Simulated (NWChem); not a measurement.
Plane-wave run on LiCl (space group Fm-3m)

```
CELL_PARAMETERS angstrom
      0.00000     2.54212     2.54212
      2.54212     0.00000     2.54212
      2.54212     2.54212     0.00000
ATOMIC_POSITIONS crystal
  Li 0.00000 0.00000 0.00000
  Cl 0.50000 0.50000 0.50000
```

Everything below was run with NWChem. Origin of the cell: Materials Project cell, not relaxed here.

Norm-conserving pseudopotentials with valence charges Li 1, Cl 7, fixed occupations, no spin-orbit coupling, density cut at twice the wavefunction cutoff.

Level: LDA (Vosko), Troullier-Martins, cutoff 30 Ha, density from a 4×4×4 mesh. Bands run along Γ–X–U|K–Γ–L–W–X with k in units of the cell's reciprocal vectors.

Give the band energies at the labelled points, in eV from the valence-band top.


```tsv
point	k	band 1	band 2	band 3	band 4	band 5	band 6
Γ	0.000 0.000 0.000	-13.47	0.00	0.00	0.00	6.03	11.61
X	0.500 0.000 0.500	-12.55	-3.12	-1.19	-1.19	7.61	7.93
U	0.625 0.250 0.625	-12.58	-2.68	-1.92	-0.90	7.76	9.71
K	0.375 0.375 0.750	-12.58	-2.68	-1.92	-0.90	7.76	9.71
L	0.500 0.500 0.500	-12.82	-3.02	-0.27	-0.27	6.37	9.15
W	0.500 0.250 0.750	-12.56	-2.30	-2.29	-1.14	9.34	9.79
```
Bands up to 4 are filled.
